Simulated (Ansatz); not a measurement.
Write a Python script for Ansatz 0.2.0, Python API that makes a rigid torsion scan of C3H7B (charge -1), SMILES [BH2-]C1CC1. Use (for the species named): Hartree-Fock, def2-SVP basis, multiplicity 2.

```yaml
atoms:
  - { symbol: B, position_ang: [1.5853, -0.0718, 0.4110] }
  - { symbol: C, position_ang: [0.2497, 0.1752, -0.4424] }
  - { symbol: C, position_ang: [-0.9533, 0.6258, 0.3714] }
  - { symbol: C, position_ang: [-0.8821, -0.7982, -0.1524] }
  - { symbol: H, position_ang: [2.2717, -0.8701, -0.1462] }
  - { symbol: H, position_ang: [2.1807, 0.9536, 0.5243] }
  - { symbol: H, position_ang: [0.2869, 0.5601, -1.4835] }
  - { symbol: H, position_ang: [-1.6702, 1.2696, -0.1809] }
  - { symbol: H, position_ang: [-0.8123, 0.7045, 1.4717] }
  - { symbol: H, position_ang: [-1.5571, -0.9919, -1.0128] }
  - { symbol: H, position_ang: [-0.6992, -1.5568, 0.6398] }
```

Script `c3h7b.py`:
```python
# -*- coding: utf-8 -*-
"""Rigid torsion scan of C3H7B(-)."""

from dataclasses import dataclass

import ansatz as az
from ase import Atoms


@dataclass
class Options:
    basis: str = "def2-SVP"
    xc: str = "hf"
    charge: int = -1
    fmax: float = 0.02


settings = Options()

atoms = Atoms(["B", "C", "C", "C", "H", "H", "H", "H", "H", "H", "H"], positions=[
    (1.5853, -0.0718, 0.411),
    (0.2497, 0.1752, -0.4424),
    (-0.9533, 0.6258, 0.3714),
    (-0.8821, -0.7982, -0.1524),
    (2.2717, -0.8701, -0.1462),
    (2.1807, 0.9536, 0.5243),
    (0.2869, 0.5601, -1.4835),
    (-1.6702, 1.2696, -0.1809),
    (-0.8123, 0.7045, 1.4717),
    (-1.5571, -0.9919, -1.0128),
    (-0.6992, -1.5568, 0.6398),
])

# start the scan from a relaxed geometry
first = (
    az.Crystal.molecule_from_ase(atoms).calculation()
    .basis(gaussian=settings.basis)
    .functional(settings.xc)
    .charge(settings.charge)
    .spin("collinear", total=1)
    .relax(force_tolerance=settings.fmax, max_steps=80)
)
atoms.positions = first.run(threads=1).report["positions_ang"]

start = atoms.get_dihedral(2, 1, 0, 4)
energies = {}
for turn in range(0, 360, 40):
    turned = atoms.copy()
    turned.set_dihedral(2, 1, 0, 4, start + turn, indices=[0, 4, 5])
    base = (
        az.Crystal.molecule_from_ase(turned).calculation()
        .basis(gaussian=settings.basis)
        .functional(settings.xc)
        .charge(settings.charge)
        .spin("collinear", total=1)
    )
    energies[round((start + turn) % 360)] = base.run(threads=1).report["free_energy_ev"]
floor = min(energies.values())
print("dihedral C2-C1-B0-H4 (deg)   E - E(min) (kJ/mol)")
for angle, e in sorted(energies.items()):
    print(f"{angle:8d} {96.485332 * (e - floor):14.3f}  " + "#" * int(30 * (e - floor) / max(max(energies.values()) - floor, 1e-9)))
```

Running `python c3h7b.py` prints:
```text
dihedral C2-C1-B0-H4 (deg)   E - E(min) (kJ/mol)
      27          0.000
      67          4.565  ###################
     107          5.504  #######################
     147          1.651  ######
     187          5.503  #######################
     227          4.566  ###################
     267          0.000
     307          7.124  #############################
     347          7.125  ##############################
```

Reading the output:
- The scan is rigid and the energies are electronic, in a modest basis. With rigid groups the curve can differ much from the relaxed path, the start wasn't checked as a minimum of this torsion, and equivalent turns needn't return to the same energy.
- The species is open-shell (spin multiplicity 2).
- For an odd-electron ion, approximate functionals spread the charge over both fragments and lower the stretched end too much.
- Anions want diffuse functions, which this basis lacks.
- The whole script took 19 s on 1 thread of Arm Neoverse V2, on a shared host, peak memory 0.27 GiB.
